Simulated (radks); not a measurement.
**Ba⁴⁺ in [Kr] 4d10 5s2 5p4: an all-electron calculation**

What are the levels of the barium ion Ba4+, how large are its shells, and how does its energy divide?

The numbers are computed with radks (a radial shooting solver on a logarithmic mesh, Libxc functionals) version 1 (scalar-relativistic Kohn-Sham, LDA (Slater exchange, Perdew-Zunger correlation), spin-polarised, spherical densities, finite nucleus; open shells are filled with parallel spins first), except any that are marked as measured or tabulated.

## Step 1: The system

| Quantity | Value |
| --- | --- |
| element | barium (Z = 56) |
| charge | +4 |
| electrons | 52 |
| configuration | [Kr] 4d10 5s2 5p4 |
| nuclear rms radius | 4.8378 fm |

Outer shells as boxes (Hund's rule):

Ba⁴⁺
```
[Kr] core
4d [↑↓][↑↓][↑↓][↑↓][↑↓]
5s [↑↓]
5p [↑↓][↑ ][↑ ]
```

## Step 2: The calculation

Input:

```text
Z 56
configuration [Kr] 4d10 5s2 5p4 6s0 4f0 5d0 6p0
relativity scalar-relativistic
functional lda,pz
spin polarised
nucleus finite rms 4.8378 fm
c 137.035999084
```

Launch:

```
$ python run_ks.py task.json out
```

The same process makes all the runs of this session.

What does the calculation give?

The runs gave:

```
                        quantity                     value
                    total energy        -8125.3115 hartree
exchange-correlation share of it                    2.34 %
                            −T/E                    1.0553
          highest occupied level       5p down, -53.372 eV
    most extended occupied level  5p down, <r> = 1.78 bohr
 radius at density 0.001 e/bohr³                 3.38 bohr
    maxima of the radial density                         4
         ionisation energy, NIST            58 (theory) eV
```

What this shows: 5 principal shells are occupied and 4 maxima appear in the radial density; where shells overlap, one shows as a shoulder or not at all. Relativity lifts −T/E to 1.055. Minus the highest eigenvalue, 53.372 eV, is 92 % of the tabulated ionisation energy (58 eV). Open shells are spherical and high-spin; term and fine-structure splittings are not resolved. Spin-orbit splitting is averaged out at the scalar-relativistic level.
